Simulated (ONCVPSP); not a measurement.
**Pseudopotential generation for Si: ONCV, PBEsol**

Task: generate the file, and judge it by its errors in other configurations, its logarithmic derivatives, its ghosts and its cutoff.

Program: ONCVPSP 4.0.1.1 (patched build). Reference atom: PBEsol, scalar-relativistic, spherical and spin-unpolarised. All values are calculated.

### 1 The atom and the settings

Typed settings, in words:

* element: silicon (Si, Z = 14)
* type: optimised norm-conserving Vanderbilt (ONCV)
* frozen core: [Ne]
* valence charge: 4
* reference configuration: 3s2 3p1 (charge +1)
* partial waves: 3s: rc 1.90 bohr, ncon 3, nbas 7, qcut 2.8 1/bohr, 2 projectors, debl 0.4 Ha; 3p: rc 1.50 bohr, ncon 4, nbas 8, qcut 5.3 1/bohr, local; d scattering state at 0.4 Ha: rc 1.50 bohr, ncon 4, nbas 8, qcut 6.1 1/bohr, 2 projectors, debl 1.9 Ha
* local potential: the p channel
* core correction: polynomial model core, fcfact 0.4

The nodes and maxima of the atom's own shells, from an earlier all-electron run, set the scale for the radii.

All-electron outer shells of the reference configuration (PBEsol, scalar-relativistic, ld1.x):

```
shell  level (eV)  outermost node (bohr)  outermost maximum (bohr)
   2s     -148.62                   0.15                      0.45
   2p     -104.93                      –                      0.39
   3s      -18.99                   0.72                      1.75
   3p      -11.63                   0.71                      2.04
```

### 2 Generation

Input file Si.dat:

```
# ATOM AND REFERENCE CONFIGURATION
# atsym  z   nc   nv     iexc    psfile
  Si 14.00    3    2  -116133      upf
#
#   n    l    f
    1    0    2.00
    2    0    2.00
    2    1    6.00
    3    0    2.00
    3    1    1.00
#
# PSEUDOPOTENTIAL AND OPTIMIZATION
# lmax
    2
#
#   l,   rc,      ep,       ncon, nbas, qcut
    0    1.90    0.00    3    7    2.80
    1    1.50    0.00    4    8    5.30
    2    1.50    0.40    4    8    6.10
#
# LOCAL POTENTIAL
# lloc, lpopt,  rc(5),   dvloc0
    1    5    1.50    0.00
#
# VANDERBILT-KLEINMAN-BYLANDER PROJECTORs
# l, nproj, debl
    0    2    0.40
    1    0    2.50
    2    2    1.90
#
# MODEL CORE CHARGE
# icmod, fcfact, rcfact
    1    0.40    0.00
#
# LOG DERIVATIVE ANALYSIS
# epsh1, epsh2, depsh
   -2.00    5.00    0.02
#
# OUTPUT GRID
# rlmax, drl
    6.00    0.01
#
# TEST CONFIGURATIONS
# ncnf
    4
# nvcnf
#   n    l    f
    2
    3    0    2.00
    3    1    2.00
#
    2
    3    0    2.00
    3    1    0.00
#
    2
    3    0    1.00
    3    1    0.00
#
    2
    3    0    0.00
    3    1    4.00
#
```

Command:

```
oncvpsp.x < Si.dat > Si.out
```

Q: Predict the outcome of this session. Wanted: cutoffs for 1 and 0.1 mHa per electron, occupied waves; bound ghosts; GHOST(+) flags; largest test error; largest phase difference near zero energy, channels read; rms error of d²Exc/dn², without and with the model core; projector energies reset by the program.

**Answer**, as computed:

```
                                                quantity                 value
  cutoffs for 1 and 0.1 mHa per electron, occupied waves       23 Ha and 74 Ha
                                            bound ghosts            none found
                                          GHOST(+) flags    none at low energy
                            largest test error (AE − PS)  -59 meV, for 3s0 3p4
largest phase difference near zero energy, channels read             0.020 rad
 rms error of d²Exc/dn², without and with the model core     2.40 and 0.94 mHa
                 projector energies reset by the program   s: -0.698, 0.250 Ha
```

**Reading.** By total energies transferability is fair: the largest error is 59 meV on 6.0 eV, for 3s0 3p4. By its cutoff, 23 Ha for the looser tolerance, it is of middling hardness. The tighter tolerance needs 74 Ha, and converged work needs a cutoff nearer that. At the looser tolerance the 3s wave is the slowest; 3p needs 4 Ha. The program's ghost test flags no bound state. Near zero energy the phases of the channels with partial waves agree within 0.020 rad. All of this concerns the isolated atom, not yet a solid.
